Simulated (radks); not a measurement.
**Excited configurations of Ir⁺**

One table from this session's results is given with a row withheld; the runs are named, their logs left out.

Method: scalar-relativistic Kohn-Sham, PBEsol, spin-polarised, spherical densities, point nucleus; open shells are filled with parallel spins first. Code: radks (a radial shooting solver on a logarithmic mesh, Libxc functionals) version 1.

### What is computed

- element: iridium (Z = 77)
- charge: +1
- electrons: 76
- configuration: [Xe] 4f14 5d7 6s1

Outer shells as boxes (Hund's rule):

Ir⁺
```
[Xe] core
4f [↑↓][↑↓][↑↓][↑↓][↑↓][↑↓][↑↓]
5d [↑↓][↑↓][↑ ][↑ ][↑ ]
6s [↑ ]
```

The first run:

Settings of this run:

```text
Z 77
configuration [Xe] 4f14 5d7 6s1
relativity scalar-relativistic
functional pbe_sol,pbe_sol
spin polarised
nucleus point
c 137.035999084
```

Steps of the session up to this table: Ground configuration: [Xe] 4f14 5d7 6s1.

One table of the session follows, with a row left open; its other results are not shown here.

It belongs to the step «Ground configuration: [Xe] 4f14 5d7 6s1». Sizes of the orbitals, from the radial functions (bohr):

```
  level     <r>  outermost maximum (interpolated)  90 % within  nodes
  4f up  0.5361                             0.395        0.871      0
4f down  0.5344                             0.395        0.867      0
  5p up   1.137                              1.00         1.65      3
5p down   1.130                              1.00         1.64      3
  5d up       ?                                 ?            ?      ?
  6s up   2.653                              2.31         3.86      5
5d down   1.670                              1.29         2.62      2
6s down   2.743                              2.34         4.04      5
```

Estimate the missing values for 5d up.

The run gave: <r>: 1.667; outermost maximum (interpolated): 1.30; 90 % within: 2.59; nodes: 2. In the column «<r>» it lies between 5p up (1.137) and 5d down (1.670).

To keep in mind: Open shells are spherical and high-spin; term and fine-structure splittings are not resolved.
